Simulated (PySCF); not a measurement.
# BH6PSSi: the cost of one run

Programs: PySCF 2.14.0, with density-fitted response routines of our own. Each step states its level of theory. These are calculated values for one molecule in the gas phase, unless marked as measured. Atoms are numbered from 0 throughout.

### Step 1. The starting structure

10 atoms, charge 0, multiplicity 1; geometry from: GFN2-xTB. The atoms were then displaced at random by about 0.01 Å, so the start is not that level's minimum.

Bonds of the start (Å): Si0–S1 2.16, S1–B2 1.75, B2–P3 1.92, Si0–H4 1.46, Si0–H5 1.44, Si0–H6 1.47, B2–H7 1.19, P3–H8 1.42, P3–H9 1.36.

### Step 2. Optimising the geometry at PBE0-D3(BJ)/def2-SVP

What the job is given:

```
{"job": {"xc": "PBE0", "basis": "def2-SVP", "d3": "d3bj", "grid": 1, "shake": 0.01, "kind": "geom"}, "charge": 0, "multiplicity": 1}
Si    -1.680760     0.608090     0.214700
S     -0.701460    -0.256490    -1.500030
B      0.978070    -0.456540    -1.070490
P      1.784820     0.059370     0.593820
H     -0.897210     1.749040     0.663380
H     -1.837430    -0.399430     1.227660
H     -2.966280     1.010600    -0.374810
H      1.721740    -0.821520    -1.920830
H      0.902730    -0.616760     1.473310
H      2.746220    -0.897300     0.672230
```

Run with:

```
$ OMP_NUM_THREADS=1 python probes_run.py task.json out
```

This one command runs all jobs of the session in turn.

Q: Estimate the wall time and peak memory of this first job on 1 thread of Arm Neoverse V1, shared host.

About 22 s, with a peak of 0.41 GiB.
